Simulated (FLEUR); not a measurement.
# TiCo under changes of volume

One of the cells (13.313 Å³/atom); the others are scaled copies at fixed shape and fractional positions:

```
Co Ti
1.0
     2.98611    0.00000    0.00000
     0.00000    2.98611    0.00000
     0.00000    0.00000    2.98611
Co Ti
1 1
Direct
  0.50000 0.50000 0.50000
  0.00000 0.00000 0.00000
```

The cell comes from a database or a generator and needn't be the stable form of this composition.

- Program: FLEUR MaX-R8.1 (later development tree)
- Functional: PBE
- Potentials or basis: all-electron
- Basis: FLAPW
- Kmax: 4.47 1/bohr
- k mesh: 9 × 9 × 9
- Occupations: fermi-dirac, width 0.05 eV
- Spin: collinear spin, ferromagnetic start
- Starting moments: [2.0, 1.001] μB

| volume (Å³/atom) | energy over the lowest point (meV/atom) | moment (μB per cell) |
| --- | --- | --- |
| 12.515 | 23.71 | 0.70 |
| 12.781 | 9.42 | 0.75 |
| 13.047 | 1.79 | 0.79 |
| 13.313 | 0.00 | 0.82 |
| 13.580 | 3.68 | 0.84 |
| 13.846 | ? | ? |
| 14.112 | 25.22 | 0.87 |

Problem. What does the run at 13.846 Å³/atom give?

Solution. Energy over the lowest point 12.26 meV/atom; moment 0.86 μB per cell.

Worked out: A Birch-Murnaghan fit of order 3 (a polynomial in V^(-2/3)) to the other rows has its minimum at 13.26 Å³/atom with B0 = V·E''(V) = 165 GPa and B' = 3.9. It gives 12.23 meV/atom at 13.846 Å³/atom, against the run's 12.26. A parabola through the other rows of the moment, of slope 0.0473 μB per Å³/atom there, gives 0.86 μB, against the run's 0.86.

Energies are extrapolated to zero smearing.
